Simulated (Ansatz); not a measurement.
**SnH₃+ (singlet): wave-function methods side by side, def2-SVP**

Aim: climb from Hartree-Fock through coupled cluster for SnH₃+ (singlet) at one geometry and basis, and see what each rung misses.

Program: Ansatz 0.2.0, Gaussian basis. Level of theory: def2-SVP, core rule «outside noble gas», up to 9 orbitals frozen. These are calculated values, not measurements.

To be run: UHF; CCSD(T) on RHF; BCCD(T) on RHF; CISD; CCSDT(Q) on RHF; CISDTQ; CCSDTQ on RHF; Full CI.

7 further runs of the same task are left out: 3 for a known fault of the program, 4 set aside as unsound or not needed.

## (1) The system

The geometry is a PBE0/def2-TZVP stationary point (not a proven minimum) of the parent state, kept for this charge and spin. No spin-orbit coupling is included. Elements past krypton take def2 core potentials.

4 atoms, charge 1, spin multiplicity 1.

Atoms are counted from 1 here; the program's logs count them from 0.

Bond lengths: Sn1–H2 1.715 Å, Sn1–H3 1.715 Å, Sn1–H4 1.715 Å. Angles: H2–Sn1–H3 109.7°, H2–Sn1–H4 109.7°, H3–Sn1–H4 109.7°.

## (2) UHF

in.yaml reads:

```yaml
crystal:
  periodic: [false, false, false]
  atoms:
    - {symbol: Sn, position_ang: [0.000046, 0.000005, -0.014048]}
    - {symbol: H, position_ang: [1.617032, 0.013522, 0.556831]}
    - {symbol: H, position_ang: [-0.823095, 1.394937, 0.549273]}
    - {symbol: H, position_ang: [-0.799363, -1.408992, 0.548448]}
basis:
  gaussian: {orbitals: def2-SVP}
total_charge: 1
magnetization: {spin_polarized: true, initial_magnetization: 0}
hamiltonian: {xc: hf}
output: {orbitals: {seedname: orbitals}}
```

Launch:

```console
ansatz run in.yaml --threads 1 --pin off --events-out ev --progress --plain --max-ram 3968MiB --backend cpu
```

Further steps of the session: CCSD(T) on RHF; BCCD(T) on RHF; CISD; CCSDT(Q) on RHF; CISDTQ; CCSDTQ on RHF; Full CI.

Before running them: what should the planned runs give, taken together? Wanted: FCI below the RHF energy; RMP2 from FCI; RCCSD from FCI; RCCSD(T) from FCI; RCCSDT(Q) from FCI; T1 diagnostic; effectively unpaired electrons.

The runs gave:

```
                         quantity                                                  value
         FCI below the RHF energy                                             -2.8433 eV
                    RMP2 from FCI                                             +744.6 meV
                   RCCSD from FCI                                              +62.2 meV
                RCCSD(T) from FCI                                              +16.5 meV
               RCCSDT(Q) from FCI                                               +0.2 meV
levels within 1 kcal/mol (43 meV)  RCCSD(T), BCCD(T), RCCSDT, CISDTQ, RCCSDT(Q), RCCSDTQ
                    T1 diagnostic                                                  0.013
   effectively unpaired electrons                                                   0.06
```

**Reading.** RCCSD(T) lands +16.5 meV from the yardstick (0.6 % of the correlation energy). One determinant dominates. These misses are within one basis, not against nature.
